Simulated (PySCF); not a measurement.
Molecule: F2CClBr, in a box.

```xyz
5
Lattice="11.0000 0.0000 0.0000 0.0000 12.0000 0.0000 0.0000 0.0000 12.0000" Properties=species:S:1:pos:R:3 pbc="T T T"
F     4.5473    5.6649    7.1849
C     5.6317    5.5478    6.4336
F     6.5148    4.7363    7.0503
Cl    5.2374    4.9310    4.8804
Br    6.4535    7.3005    6.2637
```

The cell isn't the ideal one: atoms moved at random, drawn with an rms of 0.05 Å.

Program: PySCF 2.14.0. Alike in all runs: task atomic charges; potentials or basis 6-31g* (all-electron); no spin polarisation; cell atoms moved at random, drawn with an rms of 0.05 Å; k mesh 1 × 1 × 1; smearing fixed.

Question: Order these runs on this cell by their band gap on the k mesh, lowest first.
A. level SCAN0; exxdiv ewald
B. level PBEsol+D3; three-body dispersion term no
C. level MN15-L+D3; three-body dispersion term no

Answer: B (5.13 eV), C (6.23 eV), A (7.84 eV).

Caveats: this is a molecule in a periodic box at the Γ point, so its band gap is the HOMO-LUMO gap; relativity is left out, which matters for the heavier elements; the basis of atomic orbitals isn't converged, which shifts pressures, moduli and gaps.

